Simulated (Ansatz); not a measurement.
# Al: the cost of one run

Method: DFT LDA, scalar-relativistic, in Ansatz 0.2.0.

## (1) The system as given

Symmetry: Fm-3m, No. 225, cubic system. The conventional cell has a = 4.048 Å, b = 4.048 Å, c = 4.048 Å, α = 90.00°, β = 90.00°, γ = 90.00°. Around Al (site symmetry m-3m) lie 12 Al at 2.86 Å.

Structure file:

```xyz
1
Lattice="0.0000 2.0240 2.0240 2.0240 0.0000 2.0240 2.0240 2.0240 0.0000" Properties=species:S:1:pos:R:3 pbc="T T T"
Al    0.0000    0.0000    0.0000
```

## (2) After the deformation

Space group Fm-3m before, I4/mmm after.

## (3) Full-potential LAPW

File input.yaml:

```yaml
crystal:
  lattice:
    - [0.0, 2.02398, 2.0442198]
    - [2.02398, 0.0, 2.0442198]
    - [2.02398, 2.02398, 0.0]
  atoms:
    - { symbol: Al, position: [0.0, 0.0, 0.0] }
kpoints:
  mp_grid: { grid: [17, 17, 17] }
  band_path:
    path:
      - [0.0, 0.0, 0.0]
      - [0.0, 0.5, 0.5]
      - [0.25, 0.75, 0.5]
      - [0.0, 0.5, 0.0]
      - [0.0, 0.0, 0.0]
      - [0.5, 0.5, 0.0]
      - [0.3725370062, 0.6274629938, 0.0]
      - [-0.3725370062, 0.3725370062, 0.0]
      - [0.0, 0.0, 0.0]
    npoints: 5
scf:
  occupations: { method: fermi_dirac, width: 0.03 }
hamiltonian:
  xc: lda
  pseudopotentials: { kind: all_electron, lapw: { basis_error: 0.0005 } }
output:
  forces: true
  stress: true
  eigenvalues: true
```

Launch:

```
$ ansatz run input.yaml --threads 1 --pin off --max-ram 3072MiB --backend cpu --events-out ev --progress --plain --runs-dir out
```

Q: Estimate wall time and peak memory on 1 thread of Arm Neoverse V2, shared host.

About 8.9 s, with a peak of 0.29 GiB.
